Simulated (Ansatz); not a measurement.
# C3H2F4: how energies converge with the basis set

One table from this session's results is given with a row withheld; the runs are named, their logs left out.

Computed with Ansatz 0.2.0, Gaussian basis. Level: one geometry, several basis sets.

Plan: PBE0-D4/def2-SVP; ωB97M-V/def2-SVP; PBE0-D4/def2-QZVPP; ωB97M-V/def2-QZVPP; the functionals' def2-TZVPP values are taken from earlier runs.

## Structure used throughout

An earlier PBE0-D4 in a triple-zeta def2 set relaxation fixed the geometry.

SMILES `F/C=C(\F)C(F)F`, 9 atoms, charge 0, spin multiplicity 1.

Atoms are counted from 1 here; the program's logs count them from 0.

Bond lengths: F1–C2 1.325 Å, C2–C3 1.322 Å, C2–H8 1.081 Å, C3–F4 1.331 Å, C3–C5 1.492 Å, C5–F6 1.351 Å, C5–F7 1.355 Å, C5–H9 1.096 Å. Angles: F1–C2–C3 121.8°, F1–C2–H8 115.3°, C3–C2–H8 122.9°, C2–C3–F4 122.3°, C2–C3–C5 124.7°, F4–C3–C5 113.0°, C3–C5–F6 110.3°, C3–C5–F7 110.1°, C3–C5–H9 112.0°, F6–C5–F7 108.0°, F6–C5–H9 108.9°, F7–C5–H9 107.6°.

Set-up of the first run:

Contents of in.yaml:

```yaml
crystal:
  periodic: [false, false, false]
  atoms:
    - {symbol: F, position_ang: [-1.079814, -0.292420, -2.309812]}
    - {symbol: C, position_ang: [-0.569980, 0.258535, -1.218095]}
    - {symbol: C, position_ang: [-0.066190, -0.473492, -0.239426]}
    - {symbol: F, position_ang: [-0.032890, -1.802817, -0.290669]}
    - {symbol: C, position_ang: [0.533033, 0.077388, 1.011232]}
    - {symbol: F, position_ang: [0.561896, 1.427280, 0.960981]}
    - {symbol: F, position_ang: [-0.212632, -0.285478, 2.083260]}
    - {symbol: H, position_ang: [-0.595726, 1.338372, -1.190177]}
    - {symbol: H, position_ang: [1.550902, -0.293665, 1.175708]}
basis:
  gaussian: {orbitals: def2-SVP}
hamiltonian: {xc: pbe0, dispersion: d4}
output: {orbitals: {seedname: orbitals}}
```

The run is started by

```sh
> ansatz run in.yaml --threads 4 --pin off --events-out ev --progress --plain --max-ram 10444MiB
```

Among the steps run: PBE0-D4 in def2-SVP; ωB97M-V in def2-SVP; PBE0-D4 in def2-QZVPP; ωB97M-V in def2-QZVPP.

One table of the session follows, with a row left open; its other results are not shown here.

It belongs to the step «Density functionals: the series». 

| functional | basis | HOMO (eV) | LUMO (eV) |
| --- | --- | --- | --- |
| PBE0-D4 | def2-SVP | -7.90 | -0.15 |
| PBE0-D4 | def2-TZVPP | -8.04 | -0.33 |
| PBE0-D4 | def2-QZVPP | ? | ? |
| ωB97M-V | def2-SVP | -10.14 | 2.12 |
| ωB97M-V | def2-TZVPP | -10.31 | 1.86 |
| ωB97M-V | def2-QZVPP | -10.36 | 1.65 |

Estimate the missing values for PBE0-D4, def2-QZVPP.

**Answer.** HOMO (eV): -8.08; LUMO (eV): -0.41. In the column «HOMO (eV)» it lies between ωB97M-V, def2-SVP (-10.14) and PBE0-D4, def2-TZVPP (-8.04).
